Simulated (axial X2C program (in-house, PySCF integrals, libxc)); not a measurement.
# BiP⁻: EOM-EA-CCSD levels

Aim: EOM-EA-CCSD levels of BiP⁻, with spin–orbit coupling in the Hamiltonian from the start.

Computed with an in-house X2C program for linear molecules on PySCF integrals. Level: two-component X2C with atomic mean-field terms, Bi dyall-acv3z, P dyall-av3z.

All values are calculated.

## (1) The job

task.json

```json
{"zs": [83, 15], "q": -1, "bas": ["dyall-acv3z", "dyall-av3z"], "r0": 2.43, "eom": "ea", "thr": -1.0, "nmax": 92, "grid": [1, 0.96, 1.045, 0.92, 1.09, 1.15], "rq": 0}
```

Keys: zs atomic numbers; q charge; bas basis sets; r0 starting distance in Å; eom kind of EOM run; thr threshold in hartree for freezing inner shells (an s shell follows its p shell); nmax most natural virtual spinors; grid distances as factors.

On the command line:

```bash
python soeom.py task.json out
```

The runs that follow: EOM-EA-CCSD at 2.282 Å.

**Question.** What will these runs give? Wanted: next root led by one particle; T1 of the reference.

As calculated:

```
                     quantity                            value
       lowest root at 2.282 Å                Ω = 1/2, 0.786 eV
next root led by one particle  Ω = 3/2, about 3180 cm⁻¹ higher
          T1 of the reference                            0.054
```

In words: The added electron is bound by 0.79 eV in a spinor of 45% P pπ, 18% Bi pπ, 18% Bi dπ. Errors of 0.1 to 0.3 eV are usual at this size, and roots led by higher excitations are left out, so the list is incomplete, and low states of that kind can be missing. T1 or the largest double amplitude of the reference is raised, which lowers the reliability.
